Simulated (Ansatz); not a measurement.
# ClH₄NSi, SMILES N[SiH2]Cl: the interaction energy of a dimer with the counterpoise correction

Computed with the Ansatz DFT code, driven from Python.

Run as a notebook:

```python
import ansatz
```

```python
BASIS = "def2-SVP"
METHOD = "mp2"

FIRST = [
    ("N", (-0.7883, -0.2696, -0.6956)),
    ("Si", (0.5504, 0.0179, 0.2264)),
    ("Cl", (0.5739, -1.3561, 1.7122)),
    ("H", (-0.8955, 0.5835, -1.3253)),
    ("H", (-1.6402, -0.2542, -0.1059)),
    ("H", (0.4285, 1.3825, 0.8214)),
    ("H", (1.7715, -0.1041, -0.6334)),
]
SECOND = [
    ("N", (1.4972, 1.8179, -4.448)),
    ("Si", (-0.0857, 1.9929, -4.8825)),
    ("Cl", (-1.1976, 1.8751, -3.1956)),
    ("H", (2.0323, 1.6652, -5.3569)),
    ("H", (1.6304, 0.9321, -3.9271)),
    ("H", (-0.452, 0.866, -5.7918)),
    ("H", (-0.2654, 3.3229, -5.549)),
]
```

```python
def energy(atoms, ghosts=()):
    molecule = ansatz.Crystal.molecule()
    for symbol, xyz in atoms:
        molecule = molecule.atom(symbol, xyz)
    calc = (
        molecule.calculation()
        .basis(gaussian=BASIS)
        .correlation(METHOD)
    )
    deck = calc.input()
    if ghosts:
        deck = deck.set(ansatz.key.basis.gaussian.ghost_atoms, [{"symbol": s, "position_ang": list(xyz)} for s, xyz in ghosts])
    return ansatz.Session.from_dict(deck).plan().execute().report["free_energy_ev"]
```

```python
# monomers in their own basis and in the basis of the dimer
both = energy(FIRST + SECOND)
alone = energy(FIRST) + energy(SECOND)
ghosted = energy(FIRST, SECOND) + energy(SECOND, FIRST)
print(f"dimer {both:.6f} eV")
print(f"interaction, uncorrected   {(both - alone):8.3f} eV")
print(f"interaction, counterpoise  {(both - ghosted):8.3f} eV")
print(f"basis-set superposition    {(alone - ghosted):8.3f} eV")
```

    dimer -43832.075527 eV
    interaction, uncorrected     -0.067 eV
    interaction, counterpoise     0.011 eV
    basis-set superposition       0.077 eV

Uncorrected it is -0.067 eV, with the counterpoise correction 0.011 eV; the difference, 0.08 eV, is the superposition error. The sign changes with the correction, so this basis doesn't settle it.

Reading the output:
- Total energies depend on the basis set; only differences at equal settings carry meaning.
- The dimer is a generated trial pose of unrelaxed monomers, not a minimum, so the figure is no binding energy, and the basis set is small.
- Run time: 11 s on 1 thread of Arm Neoverse V1 (shared host), peak memory 0.37 GiB.

(Lines on the test bed's own set-up are left out of the output.)
